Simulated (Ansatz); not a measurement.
# ClFGeH4SSi: a ladder of functionals and wavefunction methods

How much do the methods differ for ClFGeH4SSi? The plan is to run it at one geometry with functionals of several rungs and with coupled cluster, and see how far each lands from CCSD(T) at the basis-set limit for the atomisation energy.

The runs use Ansatz 0.2.0, Gaussian basis; functionals in def2-TZVPP, the program's frozen cores in correlated methods.

Plan: PBE-D4, r2SCAN-D4, PBE0-D4, B3LYP-D4, ωB97X-V, ωB97M-V, B2PLYP; CCSD(T)/def2-TZVPP; MP2/def2-QZVPP; extrapolation to the limit.

### 1 The geometry

All runs share one geometry, relaxed beforehand with PBE0-D4 in a triple-zeta def2 set.

SMILES `F[SiH](Cl)[S][GeH3]`, 9 atoms, charge 0, spin multiplicity 1.

Atoms are counted from 1 here; the program's logs count them from 0.

Bond lengths: F1–Si2 1.590 Å, Si2–Cl3 2.044 Å, Si2–S4 2.095 Å, Si2–H6 1.472 Å, S4–Ge5 2.245 Å, Ge5–H7 1.532 Å, Ge5–H8 1.532 Å, Ge5–H9 1.532 Å. Angles: F1–Si2–Cl3 105.6°, F1–Si2–S4 111.5°, F1–Si2–H6 108.4°, Cl3–Si2–S4 112.4°, Cl3–Si2–H6 109.6°, S4–Si2–H6 109.2°, Si2–S4–Ge5 99.7°, S4–Ge5–H7 108.9°, S4–Ge5–H8 104.0°, S4–Ge5–H9 109.2°, H7–Ge5–H8 111.3°, H7–Ge5–H9 111.5°, H8–Ge5–H9 111.6°.

### 2 PBE-D4 (GGA)

Input file in.yaml:

```yaml
crystal:
  periodic: [false, false, false]
  atoms:
    - {symbol: F, position_ang: [-0.968059, 1.982637, 0.847291]}
    - {symbol: Si, position_ang: [-0.542499, 0.580269, 1.464215]}
    - {symbol: Cl, position_ang: [1.481087, 0.687580, 1.731078]}
    - {symbol: S, position_ang: [-1.101076, -1.008796, 0.218906]}
    - {symbol: Ge, position_ang: [0.343440, -0.689447, -1.470359]}
    - {symbol: H, position_ang: [-1.204270, 0.426981, 2.770211]}
    - {symbol: H, position_ang: [1.676665, -1.355397, -1.116358]}
    - {symbol: H, position_ang: [-0.324050, -1.379805, -2.664164]}
    - {symbol: H, position_ang: [0.512461, 0.813578, -1.711821]}
basis:
  gaussian: {orbitals: def2-TZVPP}
hamiltonian: {xc: pbe, dispersion: d4}
output: {forces: true, orbitals: {seedname: orbitals}}
```

The runs that follow: r2SCAN-D4 (meta-GGA); PBE0-D4 (hybrid); B3LYP-D4 (hybrid); ωB97X-V (range-separated); ωB97M-V (range-separated); B2PLYP (double hybrid); CCSD(T) in def2-TZVPP; MP2 in def2-QZVPP.

**Question.** What will the summary of the whole plan be? Wanted: atomisation energy, CCSD(T)/CBS; farthest; mean size of error, hybrid; mean size of error, range-separated; gap, smallest and largest; T1 diagnostic; triples share of the correlation energy.

**Answer**, as computed:

| quantity | value |
| --- | --- |
| atomisation energy, CCSD(T)/CBS | 29.628 eV |
| functionals within 0.296 eV (1.0 %) | PBE-D4, r2SCAN-D4, ωB97X-V, ωB97M-V |
| farthest | B2PLYP (-0.780 eV) |
| mean size of error, hybrid | 0.516 eV |
| mean size of error, range-separated | 0.115 eV |
| gap, smallest and largest | 5.19 eV (PBE-D4), 11.74 eV (ωB97X-V) |
| T1 diagnostic | 0.0113 |
| triples share of the correlation energy | 3.7 % |

In words: PBE-D4 is off by -0.173 eV. Double hybrids carry the basis error of their MP2 part in triple zeta, and no dispersion term here, so their miss is partly the set-up's. Misses under about 0.296 eV are within the doubt on the reference itself, which lacks core-valence correlation, relativity and higher excitations, and its outer-core shells are covered unevenly. Hartree-Fock recovers 73 % of the binding; the rest is correlation. Orbital gaps span 5.2 to 11.7 eV; exact exchange widens them. Correlated methods include outer-core shells of Ge, which these sets cover unevenly.
